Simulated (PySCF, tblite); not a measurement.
**C5H9BF2: geometry, infrared bands and NMR shifts**

Aim: predict the infrared bands and NMR shifts of C5H9BF2 (`B/C=C/[C@@H](C)C(F)F`).

Programs: tblite 0.8.0 and PySCF 2.14.0, with density-fitted response routines of our own. Each step states its level of theory. These are calculated values for one molecule in the gas phase, unless marked as measured. Atoms count from 0, in the outputs and in this text.

**1. The molecule as given**

17 atoms, charge 0, multiplicity 1; geometry from: force field or distance geometry start.

Bonds of the start (Å): B0–C1 1.58, C1–C2 1.33, C2–C3 1.52, C3–C4 1.53, C3–C5 1.54, C5–F6 1.39, C5–F7 1.38, B0–H8 1.18, B0–H9 1.17, C1–H10 1.09, C2–H11 1.08, C3–H12 1.13, C4–H13 1.11, C4–H14 1.11, C4–H15 1.11, C5–H16 1.11.

**2. Geometry optimisation with GFN2-xTB**

What the job is given:

```
{"job": {"kind": "relax", "xc": "GFN2-xTB", "basis": "xTB"}, "charge": 0, "multiplicity": 1}
B      2.840500    -1.127300    -0.673600
C      1.318000    -1.081100    -0.262800
C      0.723900     0.062700     0.068100
C     -0.739900     0.105200     0.471600
C     -1.076700     1.438400     1.150500
C     -1.660200    -0.170000    -0.728900
F     -1.492900     0.814500    -1.693900
F     -2.973100    -0.194700    -0.321000
H      3.475500    -0.134200    -0.719300
H      3.334700    -2.156800    -0.941400
H      0.772200    -2.024500    -0.224200
H      1.276900     0.992800     0.048600
H     -0.913900    -0.699700     1.246600
H     -0.414200     1.603300     2.021300
H     -2.131800     1.452300     1.498500
H     -0.935700     2.282200     0.442900
H     -1.410100    -1.151100    -1.174500
```

The run is started by

```sh
OMP_NUM_THREADS=1 python probes_run.py task.json out
```

This one command runs all jobs of the session in turn.

**Question.** This job is followed by: GFN2-xTB harmonic vibrations, gas phase; GIAO PBE0/pcSseg-1 NMR shielding, non-relativistic, gas phase. What will the session give for the following? strongest single infrared mode (GFN2-xTB); zero-point energy (GFN2-xTB); 13C shifts against TMS (PBE0/pcSseg-1); 1H shifts against TMS (PBE0/pcSseg-1, means over atoms taken as alike); 11B shifts against BF3·OEt2 (PBE0/pcSseg-1); 19F shifts against CFCl3 (PBE0/pcSseg-1); surface potential, 1st and 99th percentile.

**Answer**, as computed:

| quantity | value |
| --- | --- |
| strongest single infrared mode (GFN2-xTB) | 1046 cm⁻¹, 172 km/mol |
| zero-point energy (GFN2-xTB) | 81.0 kcal/mol |
| 13C shifts against TMS (PBE0/pcSseg-1) | 179.6, 146.9, 122.8, 53.5, 12.7 ppm |
| 1H shifts against TMS (PBE0/pcSseg-1, means over atoms taken as alike) | 7.33, 7.12, 6.99, 6.12, 2.66, 1.40 ppm |
| 11B shifts against BF3·OEt2 (PBE0/pcSseg-1) | 72.5 ppm |
| 19F shifts against CFCl3 (PBE0/pcSseg-1) | -139.7, -153.9 ppm |
| surface potential, 1st and 99th percentile | -0.75 V and 1.21 V |

What this shows: Over 124 steps the energy fell by 0.193 eV; of the close pairs, B0–C1 changed most, 1.578 to 1.541 Å. No mode is imaginary among the 45: a minimum at this level. The strongest single mode, at 1046 cm⁻¹, is carried by C5, F7, H13. Unscaled tight-binding wavenumbers are off by several per cent, some by more. Its intensities can rank the bands wrongly. At PBE0/pcSseg-1, counted by nearest atom on the grid, the HOMO lies on C1 39 %; C2 27 %, the LUMO on B0 36 %; C2 25 %.
